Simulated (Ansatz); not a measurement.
# In4Sb3As: the cost of one run

Method: DFT PBE, scalar-relativistic, plane waves, PAW, in Ansatz 0.2.0.

### Step 1. The system as given

It takes space group P-43m (No. 215, cubic). Conventional cell: a = 6.002 Å, b = 6.002 Å, c = 6.002 Å, α = 90.00°, β = 90.00°, γ = 90.00°. In (site symmetry 3m) is surrounded by 3 Sb at 2.60 Å and 1 As at 2.60 Å. Around Sb (site symmetry -42m) lie 4 In at 2.60 Å. As (site symmetry -43m) has 4 In at 2.60 Å as nearest neighbours.

As a file:

```
CELL_PARAMETERS angstrom
6.00174 0.00000 0.00000
0.00000 6.00174 0.00000
0.00000 0.00000 6.00174
ATOMIC_POSITIONS crystal
In 0.25000 0.75000 0.25000
In 0.25000 0.25000 0.75000
In 0.75000 0.75000 0.75000
In 0.75000 0.25000 0.25000
Sb 0.00000 0.50000 0.50000
Sb 0.50000 0.50000 0.00000
Sb 0.50000 0.00000 0.50000
As 0.00000 0.00000 0.00000
```

The start is an ordering of an alloy on its end members' structure types: elements ordered on the sites of the InSb type, As/Sb on Sb (P-43m, No. 215).

### Step 2. A first look at the guess

The input, input.yaml:

```yaml
crystal:
  lattice:
    - [6.00173664, 0.0, 0.0]
    - [0.0, 6.00173664, 0.0]
    - [0.0, 0.0, 6.00173664]
  atoms:
    - { symbol: In, position: [0.25, 0.75, 0.25] }
    - { symbol: In, position: [0.25, 0.25, 0.75] }
    - { symbol: In, position: [0.75, 0.75, 0.75] }
    - { symbol: In, position: [0.75, 0.25, 0.25] }
    - { symbol: Sb, position: [0.0, 0.5, 0.5] }
    - { symbol: Sb, position: [0.5, 0.5, 0.0] }
    - { symbol: Sb, position: [0.5, 0.0, 0.5] }
    - { symbol: As, position: [0.0, 0.0, 0.0] }
basis:
  ecutwfc: 420
kpoints:
  mp_grid: { grid: [4, 4, 4] }
hamiltonian:
  xc: pbe
scf:
  occupations: { method: gaussian, width: 0.1 }
  lower_state_search: "off"
output:
  forces: true
  stress: true
  eigenvalues: true
```

Launch:

```console
$ ansatz run input.yaml --threads 1 --pin off --max-ram 2560MiB --backend cpu --events-out ev --progress --plain --runs-dir out
```

Q: Estimate wall time and peak memory on 1 thread of Arm Neoverse V2, shared host.

About 11 s, with a peak of 0.47 GiB.
